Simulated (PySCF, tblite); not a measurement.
# B₁₃N₁₂H₁₃: electronic excitations, NMR shifts

What do calculations give for the electronic excitations, NMR shifts of B₁₃N₁₂H₁₃?

Programs: tblite 0.8.0 and PySCF 2.14.0, with routines of our own; each step states its level. All values are computed. Atoms count from 0.

## 1. The starting structure

38 atoms, charge 0, multiplicity 1; geometry from: force field, distance geometry or constructed start.

## 2. Relaxing the molecule with GFN2-xTB

The job: settings as JSON, then the geometry in Å.

```
{"job": {"kind": "relax", "xc": "GFN2-xTB", "basis": "xTB"}, "charge": 0, "multiplicity": 1}
B     -1.250800     2.027400    -0.001600
N     -2.514700     2.756800    -0.006900
B     -3.762000     2.026900     0.001000
N     -3.767900     0.583600    -0.006200
B     -2.512500    -0.147000     0.003400
N     -1.259000     0.578700    -0.002600
B      3.767300     2.030900    -0.003300
N      2.514900     2.756900     0.001500
B      1.258400     2.027100    -0.000400
N      1.252900     0.578400     0.001600
B      2.509400    -0.147000    -0.002100
N      3.764700     0.577200    -0.000000
B     -5.026300    -0.145100     0.005000
N     -5.020700    -1.596400    -0.002700
B     -3.769400    -2.315700     0.000200
N     -2.513400    -1.595200     0.006300
N      0.000400     2.756100     0.000900
B     -0.001100    -0.149200    -0.001000
N     -0.000600    -1.594000     0.002500
B      1.258500    -2.319900     0.002700
N      2.509200    -1.592000     0.001500
B      5.022000    -0.144300    -0.000200
B      3.770600    -2.316200     0.006600
N      5.018700    -1.600100    -0.001500
B     -1.255200    -2.318200     0.000900
H     -2.517600     3.793300     0.002500
H     -4.779800     2.616500    -0.000700
H      4.779900     2.614800     0.001200
H      2.512100     3.794600    -0.002000
H     -6.035100     0.439600     0.003400
H     -5.920000    -2.115200    -0.001100
H     -3.769100    -3.489500     0.000200
H     -0.001000     3.794300    -0.001900
H      1.257800    -3.492100     0.003700
H      6.037400     0.441000    -0.003300
H      3.767700    -3.488600    -0.002900
H      5.922800    -2.115700    -0.004100
H     -1.254800    -3.488300    -0.002600
```

On the command line:

```bash
$ OMP_NUM_THREADS=2 python large_run.py task.json out
```

The driver reads the jobs from task.json and runs them one after another.

What it wrote:

```text
step      E/eV     max force
  0   -1599.39824    1.306
  1   -1599.56782    0.876
  2   -1599.67143    0.496
  3   -1599.73607    0.543
  4   -1599.79657    0.438
  5   -1599.82245    0.282
  6   -1599.83406    0.148
  7   -1599.83794    0.096
  8   -1599.83999    0.066
  9   -1599.84152    0.073
 10   -1599.84318    0.094
 11   -1599.84509    0.088
 12   -1599.84677    0.078
 13   -1599.84766    0.054
 14   -1599.84803    0.032
 15   -1599.84828    0.032
 16   -1599.84852    0.024
 17   -1599.84867    0.015
```

Wall time 0.35 s (2 threads of Arm Neoverse V2, shared host); peak memory 0.16 GiB.

Relaxation path:

```tsv
step	energy from step 0 (eV)	largest force (eV/Å)
0	0.0000	1.3066
1	-0.1696	0.8760
2	-0.2732	0.4955
3	-0.3378	0.5436
4	-0.3983	0.4375
5	-0.4242	0.2827
6	-0.4358	0.1479
7	-0.4397	0.0961
8	-0.4417	0.0667
9	-0.4433	0.0730
10	-0.4449	0.0939
11	-0.4469	0.0881
12	-0.4485	0.0783
13	-0.4494	0.0540
14	-0.4498	0.0320
15	-0.4500	0.0322
16	-0.4503	0.0234
17	-0.4504	0.0153
```

Distances of close pairs at the start and the end, largest changes first:

```tsv
bond	before (Å)	after (Å)	change (Å)
B21–N23	1.456	1.415	-0.040
B6–N7	1.448	1.408	-0.040
N1–B2	1.445	1.408	-0.038
B12–N13	1.451	1.415	-0.036
N23–H36	1.041	1.009	-0.032
B8–N16	1.454	1.424	-0.030
N13–H30	1.038	1.009	-0.030
B0–N1	1.459	1.430	-0.029
```

The next job starts from the end point, and lists it.

## 3. Electronic excitations: TDDFT CAM-B3LYP/def2-SVP

The job: settings as JSON, then the geometry in Å.

```
{"job": {"kind": "uv", "basis": "def2-SVP", "grid": 1, "kgrid": 0, "vcut": 1.5, "nstates": 6, "ntriplets": 2, "tda": false, "delta": ["ip_vertical"], "pop": true, "xc": "CAM-B3LYP"}, "charge": 0, "multiplicity": 1}
B     -1.244072     2.006553    -0.000771
N     -2.496735     2.696377    -0.000629
B     -3.733706     2.024449    -0.000622
N     -3.745602     0.589515     0.000858
B     -2.495614    -0.139274     0.000104
N     -1.246352     0.571442    -0.000047
B      3.733368     2.024477    -0.000061
N      2.496302     2.696169    -0.000677
B      1.243614     2.006405    -0.000334
N      1.246367     0.571323     0.000275
B      2.495549    -0.139385     0.000645
N      3.745403     0.589573    -0.000295
B     -4.978309    -0.134165     0.000585
N     -4.935262    -1.548958     0.000145
B     -3.732933    -2.293651     0.000213
N     -2.488677    -1.585681    -0.000192
N     -0.000192     2.698777    -0.001079
B      0.000002    -0.144097     0.000649
N     -0.000202    -1.587409     0.001232
B      1.244199    -2.290210     0.002148
N      2.488234    -1.585793     0.001340
B      4.977939    -0.134374    -0.001522
B      3.732411    -2.293713    -0.000373
N      4.934854    -1.549165    -0.001095
B     -1.244710    -2.290147     0.000720
H     -2.488884     3.705007    -0.001548
H     -4.736909     2.632677    -0.000753
H      4.736715     2.632688    -0.000401
H      2.489002     3.704744    -0.000897
H     -6.010778     0.424391     0.002270
H     -5.808146    -2.054342    -0.000079
H     -3.762874    -3.466559     0.000418
H     -0.000153     3.707914    -0.001460
H      1.245463    -3.462324     0.003804
H      6.010364     0.424136    -0.002614
H      3.762507    -3.466515     0.000334
H      5.807765    -2.054562    -0.002258
H     -1.246150    -3.462303    -0.000052
```

Method: TDDFT CAM-B3LYP/def2-SVP, vertical, gas phase, core orbitals frozen in the response, virtual orbitals cut by energy.

What it wrote:

```text
start: PBE on a coarse grid of 32898 points
cycle   1  E = -986.6732957231  dE =  3.898e+00  |g| = 1.206e+00  |ddm| = 8.010e+00
cycle   2  E = -986.0779634374  dE =  5.953e-01  |g| = 2.014e+00  |ddm| = 3.012e+00
cycle   3  E = -987.0055764994  dE = -9.276e-01  |g| = 1.976e-01  |ddm| = 1.946e+00
cycle   4  E = -987.0156358906  dE = -1.006e-02  |g| = 6.943e-02  |ddm| = 2.806e-01
cycle   5  E = -987.0167709236  dE = -1.135e-03  |g| = 2.362e-02  |ddm| = 8.676e-02
cycle   6  E = -987.0168861461  dE = -1.152e-04  |g| = 1.085e-02  |ddm| = 3.061e-02
cycle   7  E = -987.0169119613  dE = -2.582e-05  |g| = 2.207e-03  |ddm| = 9.648e-03
final grid: 145587 points
cycle   8  E = -987.9918061950  dE = -1.891e-02  |g| = 1.061e-01  |ddm| = 3.755e-01
cycle   9  E = -987.9924771406  dE = -6.709e-04  |g| = 9.156e-02  |ddm| = 1.451e-01
cycle  10  E = -987.9942414886  dE = -1.764e-03  |g| = 1.263e-02  |ddm| = 7.223e-02
cycle  11  E = -987.9942891721  dE = -4.768e-05  |g| = 3.408e-03  |ddm| = 1.511e-02
cycle  12  E = -987.9942883241  dE =  8.480e-07  |g| = 9.521e-04  |ddm| = 4.691e-03
cycle  13  E = -987.9942906411  dE = -2.317e-06  |g| = 3.680e-04  |ddm| = 1.235e-03
cycle  14  E = -987.9942891054  dE =  1.536e-06  |g| = 9.166e-05  |ddm| = 5.237e-04
converged SCF energy = -987.9942891054
Vertical ionisation energy (delta-SCF) = 9.0572 eV   <S^2> = 0.769

Static polarisability (au): isotropic 210.640, principal 106.850 230.978 294.092

Singlet excitations
state   eV       nm        f      main configurations
  1   6.6006    187.8   0.00130   H-2->L 0.29, H->L+2 0.22, H->L 0.14
  2   6.8026    182.3   0.13588   H-1->L 0.30, H-2->L+1 0.21, H-3->L 0.15
  3   6.9646    178.0   0.47073   H->L 0.33, H-2->L 0.30
  4   7.0039    177.0   0.05484   H->L+1 0.39, H-1->L 0.16, H-3->L+2 0.10
  5   7.1102    174.4   0.31614   H->L+2 0.39, H-2->L 0.10, H-3->L+3 0.09
  6   7.3159    169.5   1.07107   H-1->L+1 0.44, H-1->L+3 0.19, H->L 0.15

Triplet excitations (Tamm-Dancoff, eV): 6.3158 6.3192
```

Wall time 2.9 min (2 threads of Arm Neoverse V2, shared host); peak memory 1.6 GiB.

Frontier orbitals and where they lie:

```tsv
orbital	eV	atoms
HOMO−4	-9.82	N5 14 %, N9 14 %, N7 13 %
HOMO−3	-9.36	N3 16 %, N11 16 %, N1 14 %
HOMO−2	-9.22	N18 21 %, N15 17 %, N20 17 %
HOMO−1	-8.90	N9 21 %, N5 21 %, N20 7 %
HOMO	-8.59	N16 28 %, N7 12 %, N1 12 %
LUMO	0.81	B24 18 %, B19 18 %, B12 13 %
LUMO+1	1.11	B22 15 %, B14 15 %, B6 10 %
LUMO+2	1.43	B2 21 %, B6 21 %, B24 10 %
LUMO+3	1.71	B12 16 %, B21 16 %, B10 14 %
```

With each of the 6 states as a Gaussian band of 0.4 eV half-width at 1/e, the curve within the window shown has maxima at 173 nm (ε 69,000) L/(mol cm). Beyond the last state computed it falls off for lack of states. The curve at chosen wavelengths:

(nm, ε (L/mol/cm)): (163, 28946), (165, 40862), (166, 46817), (168, 57527), (170, 65282), (172, 69075), (173, 69398), (175, 67137), (177, 61685), (178, 58084), (180, 49807), (182, 40933), (184, 32296), (185, 28262), (187, 21018), (189, 15044), (191, 10374), (192, 8498), (194, 5554), (196, 3507), (197, 2753), (199, 1657), (201, 967), (203, 549), (204, 409), (206, 223)

Ground-state properties from the same run:

```tsv
property	computed
dipole moment (D)	3.09
polarisability (Å³)	31.21
HOMO–LUMO gap (eV)	9.40
−ε(HOMO) (eV)	8.59
```

## 4. NMR shifts: GIAO KT3/pcSseg-1

The job, as its differences from that of step 3:

```diff
@@ -1,2 +1,2 @@
-{"job": {"kind": "uv", "basis": "def2-SVP", "grid": 1, "kgrid": 0, "vcut": 1.5, "nstates": 6, "ntriplets": 2, "tda": false, "delta": ["ip_vertical"], "pop": true, "xc": "CAM-B3LYP"}, "charge": 0, "multiplicity": 1}
+{"job": {"kind": "nmr", "xc": "KT3", "basis": "pcSseg-1", "pop": false}, "charge": 0, "multiplicity": 1}
 B     -1.244072     2.006553    -0.000771
```

With the program's defaults for keys left out, this is: GIAO KT3/pcSseg-1 NMR shielding, non-relativistic, gas phase.

What it wrote:

```text
start: PBE on a coarse grid of 32898 points
cycle   1  E = -987.2880068530  dE =  4.024e+00  |g| = 1.238e+00  |ddm| = 6.266e+00
cycle   2  E = -986.6861106392  dE =  6.019e-01  |g| = 2.060e+00  |ddm| = 2.621e+00
cycle   3  E = -987.6247671922  dE = -9.387e-01  |g| = 2.070e-01  |ddm| = 1.757e+00
cycle   4  E = -987.6352944388  dE = -1.053e-02  |g| = 6.853e-02  |ddm| = 2.482e-01
cycle   5  E = -987.6363646199  dE = -1.070e-03  |g| = 2.228e-02  |ddm| = 6.869e-02
cycle   6  E = -987.6364625982  dE = -9.798e-05  |g| = 1.092e-02  |ddm| = 2.736e-02
cycle   7  E = -987.6364872729  dE = -2.467e-05  |g| = 2.398e-03  |ddm| = 8.420e-03
final grid: 308662 points
cycle   8  E = -1004.9251046030  dE = -5.021e-02  |g| = 1.480e-01  |ddm| = 5.668e-01
cycle   9  E = -1004.9167543910  dE =  8.350e-03  |g| = 2.459e-01  |ddm| = 2.624e-01
cycle  10  E = -1004.9298307847  dE = -1.308e-02  |g| = 1.330e-02  |ddm| = 1.648e-01
cycle  11  E = -1004.9298731688  dE = -4.238e-05  |g| = 5.033e-03  |ddm| = 1.826e-02
cycle  12  E = -1004.9298775768  dE = -4.408e-06  |g| = 1.789e-03  |ddm| = 4.520e-03
cycle  13  E = -1004.9298791179  dE = -1.541e-06  |g| = 5.445e-04  |ddm| = 1.854e-03
cycle  14  E = -1004.9298788150  dE =  3.028e-07  |g| = 1.143e-04  |ddm| = 4.637e-04
cycle  15  E = -1004.9298802257  dE = -1.411e-06  |g| = 3.648e-05  |ddm| = 1.404e-04
converged SCF energy = -1004.9298802257

GIAO shielding tensors (ppm)
atom      isotropic    diamagn.    paramagn.     s11        s22        s33       span
  0 B       80.164     202.727    -122.563     64.954     73.458    102.079     37.125
  1 N      139.465     328.802    -189.336     38.555    171.513    208.327    169.772
  2 B       71.674     196.659    -124.985     48.508     63.511    103.003     54.495
  3 N      108.535     334.737    -226.203     19.269     41.017    265.317    246.048
  4 B       79.302     201.543    -122.241     65.395     70.923    101.587     36.192
  5 N      137.122     350.175    -213.053     70.971     79.478    260.916    189.945
  6 B       71.676     196.675    -124.999     48.501     63.528    102.998     54.497
  7 N      139.472     328.784    -189.312     38.559    171.504    208.353    169.794
  8 B       80.167     202.717    -122.550     64.959     73.464    102.078     37.120
  9 N      137.124     350.177    -213.053     70.955     79.474    260.941    189.985
 10 B       79.304     201.553    -122.248     65.403     70.918    101.593     36.190
 11 N      108.539     334.742    -226.203     19.255     41.027    265.333    246.078
 12 B       72.086     195.096    -123.011     51.294     60.500    104.463     53.170
 13 N      118.842     320.644    -201.802    -19.559    155.062    221.023    240.582
 14 B       71.638     197.920    -126.282     50.613     59.891    104.409     53.796
 15 N      104.169     339.625    -235.456     12.719     33.519    266.268    253.549
 16 N      163.282     331.262    -167.981    104.072    187.237    198.537     94.465
 17 B       78.412     201.934    -123.522     65.793     71.077     98.366     32.573
 18 N      103.208     349.137    -245.930     10.648     32.085    266.890    256.242
 19 B       65.679     199.493    -133.814     50.625     51.595     94.816     44.191
 20 N      104.197     339.617    -235.420     12.769     33.555    266.267    253.499
 21 B       72.085     195.088    -123.003     51.294     60.492    104.470     53.177
 22 B       71.641     197.909    -126.269     50.619     59.882    104.421     53.802
 23 N      118.837     320.652    -201.815    -19.572    155.083    221.001    240.573
 24 B       65.677     199.492    -133.815     50.620     51.598     94.812     44.192
 25 H       26.805      30.551      -3.747     21.164     27.853     31.397     10.233
 26 H       26.856      27.622      -0.767     23.246     27.895     29.426      6.180
 27 H       26.854      27.621      -0.767     23.244     27.894     29.424      6.179
 28 H       26.807      30.551      -3.744     21.164     27.855     31.401     10.238
 29 H       26.862      25.911       0.951     23.459     28.158     28.969      5.511
 30 H       25.594      21.936       3.659     21.456     25.445     29.883      8.427
 31 H       26.747      29.439      -2.692     23.227     28.244     28.771      5.545
 32 H       28.050      34.604      -6.554     21.260     29.375     33.516     12.256
 33 H       26.376      33.677      -7.301     22.354     28.000     28.774      6.419
 34 H       26.863      25.912       0.951     23.460     28.159     28.971      5.511
 35 H       26.749      29.440      -2.692     23.228     28.247     28.772      5.544
 36 H       25.593      21.938       3.656     21.455     25.444     29.881      8.426
 37 H       26.376      33.678      -7.302     22.354     28.000     28.773      6.419
```

Run time: 26 s. Hardware: 2 threads of Arm Neoverse V2, shared host; peak memory 1.1 GiB.

Shifts follow as δ = σ(reference) − σ, with reference shieldings (ppm) from runs at the same level and on the same kind of geometry: $^{1}$H TMS 31.76, $^{15}$N NH3 264.4, $^{11}$B BF3·OEt2 100.0. The references are single molecules in the gas phase, so shifts against H2O, NH3, PH3, H3PO4 or CFCl3 are not on the usual liquid scales and can be off by tens of ppm. Atoms listed in one row are averaged.

```tsv
atoms	environment	σ (ppm)	δ (ppm)
H30, H36	hydrogen on a nitrogen bonded to 2 B	25.59	6.17
H33, H37	hydrogen on a boron bonded to 2 N	26.38	5.38
H31, H35	hydrogen on a boron bonded to 2 N	26.75	5.01
H25, H28	hydrogen on a nitrogen bonded to 2 B	26.81	4.95
H26, H27	hydrogen on a boron bonded to 2 N	26.85	4.91
H29, H34	hydrogen on a boron bonded to 2 N	26.86	4.90
H32	hydrogen on a nitrogen bonded to 2 B	28.05	3.71
B19, B24	boron bonded to 2 N, H	65.7	34.3
B14, B22	boron bonded to 2 N, H	71.6	28.3
B2, B6	boron bonded to 2 N, H	71.7	28.3
B12, B21	boron bonded to 2 N, H	72.1	27.9
B17	boron bonded to 3 N	78.4	21.6
B4, B10	boron bonded to 3 N	79.3	20.7
B0, B8	boron bonded to 3 N	80.2	19.8
N18	nitrogen bonded to 3 B	103.2	161.2
N15, N20	nitrogen bonded to 3 B	104.2	160.2
N3, N11	nitrogen bonded to 3 B	108.5	155.9
N13, N23	nitrogen bonded to 2 B, H	118.8	145.6
N5, N9	nitrogen bonded to 3 B	137.1	127.3
N1, N7	nitrogen bonded to 2 B, H	139.5	124.9
N16	nitrogen bonded to 2 B, H	163.3	101.1
```

Ring of atoms B0, N1, B2, N3, B4, N5: NICS(0) -1.3, NICS(1) -1.8, NICS(1)zz 1.1 ppm (means of both faces).

Ring of atoms B0, N5, B8, N9, N16, B17: NICS(0) -1.8, NICS(1) -1.6, NICS(1)zz 2.2 ppm (means of both faces).

Ring of atoms N3, B4, B12, N13, B14, N15: NICS(0) -1.0, NICS(1) -2.2, NICS(1)zz -0.8 ppm (means of both faces).

## 5. Results

| quantity | value |
| --- | --- |
| lowest singlet (CAM-B3LYP/def2-SVP) | 6.60 eV (188 nm), f = 0.001 |
| brightest single state of those computed | state 6, 7.32 eV, f = 1.071 |
| lowest triplet | 6.32 eV |
| $^{1}$H shifts against TMS (KT3/pcSseg-1, means over atoms taken as alike) | 6.17, 5.38, 5.01, 4.95, 4.91, 4.90, 3.71 ppm |
| $^{11}$B shifts against BF3·OEt2 (KT3/pcSseg-1, means over atoms taken as alike) | 34.3, 28.3, 28.3, 27.9, 21.6, 20.7, 19.8 ppm |
| $^{15}$N shifts against NH3 (KT3/pcSseg-1, means over atoms taken as alike) | 161.2, 160.2, 155.9, 145.6, 127.3, 124.9, 101.1 ppm |

The lowest singlet, at 6.60 eV, is HOMO−2→LUMO 0.29, HOMO→LUMO+2 0.22 and is weak; of the 6 states computed, the strongest absorption comes from state 6 at 7.32 eV (the last computed, so partners may be missing). The lowest triplet lies 0.28 eV below the lowest singlet (triplets in Tamm-Dancoff, singlets in full TDDFT). The basis of CAM-B3LYP/def2-SVP has no diffuse functions, so Rydberg states are missing and the high states are unreliable.
